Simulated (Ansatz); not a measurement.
I need a comparison of norm-conserving and PAW potentials of Ca3Y, space group Fm-3m. Use Ansatz's Python interface. Use (first run): PBEsol, PAW, the default cutoff (420 eV here), 5×5×5 k-points, Fermi-Dirac smearing of 0.1 eV.

```
Ca Y
1.0
     0.00000    4.24557    4.24557
     4.24557    0.00000    4.24557
     4.24557    4.24557    0.00000
Ca Y
3 1
Direct
  0.25000 0.25000 0.25000
  0.75000 0.75000 0.75000
  0.50000 0.50000 0.50000
  0.00000 0.00000 0.00000
```

Script `run_nc_paw.py`:
```python
import ansatz as az
import numpy as np


def count_gap(report):
    # lowest empty less highest filled band, counting bands; zero where they overlap
    return max(report.get("gap_by_band_count_ev") or 0.0, 0.0)


def main() -> None:
    xtal = (
        az.Lattice.of((0.0, 4.245565, 4.245565), (4.245565, 0.0, 4.245565), (4.245565, 4.245565, 0.0))
        .atom("Ca", (0.25, 0.25, 0.25))
        .atom("Ca", (0.75, 0.75, 0.75))
        .atom("Ca", (0.5, 0.5, 0.5))
        .atom("Y", (0.0, 0.0, 0.0))
    )

    job = (
        xtal.calculation()
        .eigensolver("davidson", full_accuracy=True)
        .kpoints(5, 5, 5)
        .occupations("Fermi-Dirac", width=0.1)
        .mixing("anderson", preconditioner="resta")
        .scf(tolerance=1e-05, extra_bands=8)
        .functional(az.Functional.PBESOL)
        .stress()
        .forces()
        .band_table()
    )
    variants = {
        "PAW": job.pseudopotentials("paw"),
        "norm-conserving": job.pseudopotentials("nc"),
    }
    rows = []
    for label, variant in variants.items():
        summary = variant.run(threads=1).report
        levels = np.array(summary["eigenvalues_ev"][0]) - summary["fermi_energy_ev"]
        print(label, "levels at the first k-point near E_F:", np.round(levels[np.abs(levels) < 5], 3))
        rows.append((label, summary["n_electrons"], np.trace(summary["stress_gpa"]) / 3, count_gap(summary)))
    print("     treatment  electrons in bands           P GPa  gap by band count eV")
    for row in rows:
        print(f"{str(row[0]):>14s}  {row[1]:18.1f}  {row[2]:14.3f}  {row[3]:20.3f}")


if __name__ == "__main__":
    main()
```

Output of `python run_nc_paw.py`:
```text
DeckWarning: basis.ecutwfc = 420 eV, auto-derived from the records' recommended cutoffs: set by Ca (normal level)
DeckWarning: scf.convergence.dr2_threshold = 1e-5 eV is looser than this run's default, which is 1e-7 eV or tighter. The error in the forces grows as the threshold's square root, so leave the key out unless less accurate forces are enough
DeckWarning: output.stress: scf.convergence.dr2_threshold = 1e-5 eV is looser than the 4e-10 eV advised for a printed stress (1e-10 eV for each atom of the cell: 4). What an SCF threshold leaves in a [...]
PAW levels at the first k-point near E_F: [-4.244 -0.337 -0.337 -0.035 -0.035 -0.035  0.539  0.539  0.539  2.337
  2.337  2.337  3.439]
DeckWarning: basis.ecutwfc = 979.609905 eV, auto-derived from the records' recommended cutoffs: set by Y (normal level)
norm-conserving levels at the first k-point near E_F: [-4.245 -0.337 -0.337 -0.034 -0.034 -0.034  0.537  0.537  0.537  2.335
  2.335  2.335  3.439]
     treatment  electrons in bands           P GPa  gap by band count eV
           PAW                41.0          -0.790                 0.000
norm-conserving                41.0          -0.799                 0.000
```
(Warnings from the package without file and line, shortened.)

PAW gives -0.790 GPa and norm-conserving -0.799 GPa, 0.008 GPa apart. They took 4.8 and 23.3 s of processor time.

Reading the output:
- The settings weren't tested for convergence.
- The computed bands are complete only to about 2.5 eV above the Fermi level.
- The mesh is modest for a metal, so energies can be off by several to tens of meV an atom and pressures by half a GPa or more; differences at equal mesh fare better.
- A gap by band count of zero or less means overlapping bands, a metal, and at an odd count of electrons it is no gap at all.
- This cell is a computed structure, which may not be the phase found in nature.
- Levels are Kohn-Sham eigenvalues on this mesh, without spin-orbit coupling.
- Stress is positive in compression.
- Hardware and time: 29 s on 1 thread of Intel(R) Xeon(R) Platinum 8375C CPU @ 2.90GHz (Ice Lake) (shared host), peak memory 0.66 GiB.
